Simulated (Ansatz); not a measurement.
# C2H5AlFN: one species, many methods

One table from this session's results is given with a row withheld; the runs are named, their logs left out.

Computed with Ansatz 0.2.0, Gaussian basis. Level: functionals in def2-TZVPP, the program's frozen cores in correlated methods.

Plan: PBE-D4, r2SCAN-D4, PBE0-D4, B3LYP-D4, ωB97X-V, ωB97M-V, B2PLYP; CCSD(T)/def2-TZVPP; MP2/def2-QZVPP; extrapolation to the limit.

### The relaxed structure

The geometry comes from an earlier relaxation with PBE0-D4 in a triple-zeta def2 set; it is a stationary point, not always the lowest conformer.

SMILES `N[CH]1[CH2][Al]1[F]`, 10 atoms, charge 0, spin multiplicity 1.

Atoms are counted from 1 here; the program's logs count them from 0.

Bond lengths: N1–C2 1.427 Å, N1–H6 1.009 Å, N1–H7 1.010 Å, C2–C3 1.603 Å, C2–Al4 1.925 Å, C2–H8 1.095 Å, C3–Al4 1.891 Å, C3–H9 1.089 Å, C3–H10 1.098 Å, Al4–F5 1.648 Å. Angles: C2–N1–H6 113.7°, C2–N1–H7 112.9°, H6–N1–H7 108.4°, N1–C2–C3 117.4°, N1–C2–Al4 141.8°, N1–C2–H8 109.2°, C3–C2–Al4 64.0°, C3–C2–H8 107.0°, Al4–C2–H8 106.0°, C2–C3–Al4 66.3°, C2–C3–H9 116.4°, C2–C3–H10 109.3°, Al4–C3–H9 139.3°, Al4–C3–H10 107.4°, H9–C3–H10 109.0°, C2–Al4–C3 49.7°, C2–Al4–F5 160.4°, C3–Al4–F5 149.2°.

The first run:

in.yaml reads:

```yaml
crystal:
  periodic: [false, false, false]
  atoms:
    - {symbol: N, position_ang: [-1.184529, -0.865173, 0.691215]}
    - {symbol: C, position_ang: [-0.143950, -0.450576, -0.192161]}
    - {symbol: C, position_ang: [1.078665, 0.370750, 0.440798]}
    - {symbol: Al, position_ang: [0.463651, 1.070121, -1.204669]}
    - {symbol: F, position_ang: [0.499861, 2.267377, -2.336613]}
    - {symbol: H, position_ang: [-1.915949, -0.180077, 0.806406]}
    - {symbol: H, position_ang: [-1.607221, -1.740222, 0.417283]}
    - {symbol: H, position_ang: [0.282534, -1.330272, -0.685010]}
    - {symbol: H, position_ang: [1.908724, -0.218470, 0.828630]}
    - {symbol: H, position_ang: [0.701315, 1.025441, 1.237021]}
basis:
  gaussian: {orbitals: def2-TZVPP}
hamiltonian: {xc: pbe, dispersion: d4}
output: {forces: true, orbitals: {seedname: orbitals}}
```

Command:

```
> ansatz run in.yaml --threads 4 --pin off --events-out ev --progress --plain --max-ram 10444MiB
```

Steps of the session up to this table: PBE-D4 (GGA); r2SCAN-D4 (meta-GGA); PBE0-D4 (hybrid); B3LYP-D4 (hybrid); ωB97X-V (range-separated); ωB97M-V (range-separated); B2PLYP (double hybrid); CCSD(T) in def2-TZVPP; MP2 in def2-QZVPP.

One of the session's tables, all rows but one given; the rest of the session is left out.

```
            method  atomisation energy (eV)
            PBE-D4                   39.201
         r2SCAN-D4                   38.220
           PBE0-D4                   38.222
          B3LYP-D4                   38.073
           ωB97X-V                   38.174
           ωB97M-V                        ?
            B2PLYP                   37.720
     HF/def2-TZVPP                   26.469
    MP2/def2-TZVPP                   37.901
   CCSD/def2-TZVPP                   36.291
CCSD(T)/def2-TZVPP                   36.975
           MP2/CBS                   39.058
       CCSD(T)/CBS                   38.132
```

**Question.** Estimate the row for ωB97M-V.

**Answer.** atomisation energy (eV): 38.229. In the column «atomisation energy (eV)» it lies between PBE0-D4 (38.222) and MP2/CBS (39.058).

Caveats from the session: Free atoms (1 N, 2 C, 1 Al, 1 F, 5 H) were run apart at each level; the atomisation energy is their sum less the molecule, without zero-point or spin-orbit terms.
